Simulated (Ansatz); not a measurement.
**MgBr− (quintet): from Hartree-Fock to the top rungs, aug-cc-pVDZ**

One table from this session's results is given with a row withheld; the runs are named, their logs left out.

Computed with Ansatz 0.2.0, Gaussian basis. Level: aug-cc-pVDZ, core rule «outside noble gas», up to 19 orbitals frozen.

To be run: UHF; CCSD(T) on ROHF; CCSD(T) on UHF; BCCD(T) on ROHF; CISD as a restricted active space (open shells left free, so some higher excitations enter); CCSDT(Q) on ROHF; CCSDT(Q) on UHF.

25 further runs of the same task are left out: 10 for a known fault of the program, 6 that didn't finish, 9 set aside as unsound or not needed. Runs told in other sessions of the task aren't counted.

## What is computed

The geometry is a PBE0/def2-TZVPD stationary point (not a proven minimum) of the parent state, kept for this charge and spin. No spin-orbit coupling is included. The filled d shell of Br may be among the frozen orbitals whatever the setting's name suggests.

2 atoms, charge -1, spin multiplicity 5.

Atoms are counted from 1 here; the program's logs count them from 0.

Bond lengths: Br1–Mg2 2.475 Å.

Set-up of the first run:

Input file in.yaml:

```yaml
crystal:
  periodic: [false, false, false]
  atoms:
    - {symbol: Br, position_ang: [0.000000, 0.000000, 0.000000]}
    - {symbol: Mg, position_ang: [0.000000, 0.000000, 2.474900]}
basis:
  gaussian: {orbitals: aug-cc-pVDZ}
total_charge: -1
magnetization: {spin_polarized: true, initial_magnetization: 4}
hamiltonian: {xc: hf}
output: {orbitals: {seedname: orbitals}}
```

Run with:

```bash
$ ansatz run in.yaml --threads 1 --pin off --events-out ev --progress --plain --max-ram 2393MiB
```

Steps of the session up to this table: UHF; CCSD(T) on ROHF; CCSD(T) on UHF; BCCD(T) on ROHF; CISD as a restricted active space (open shells left free, so some higher excitations enter); CCSDT(Q) on ROHF; CCSDT(Q) on UHF.

One of the session's tables, all rows but one given; the rest of the session is left out.

It belongs to the step «Misses and costs». 

```
   method  from UCCSDT(Q) (kcal/mol)
     ROHF                     +89.20
      UHF                     +86.84
     RMP2                          ?
     UMP2                     +15.16
     CISD                      +7.51
    RCCSD                      +2.54
    UCCSD                      +2.42
 RCCSD(T)                      +0.62
 UCCSD(T)                      +0.55
  BCCD(T)                      +0.62
   RCCSDT                      +0.20
   UCCSDT                      +0.13
RCCSDT(Q)                      +0.07
UCCSDT(Q)                          0
```

**Question.** Estimate the row for RMP2.

As computed: from UCCSDT(Q) (kcal/mol): +14.79. In the column «from UCCSDT(Q) (kcal/mol)» it lies between CISD (+7.51) and UMP2 (+15.16).

Caveats from the session: Restricted and unrestricted rows rest on different reference determinants; a gap between their highest levels can come from leftover correlation error, from unlike frozen cores or from another state.
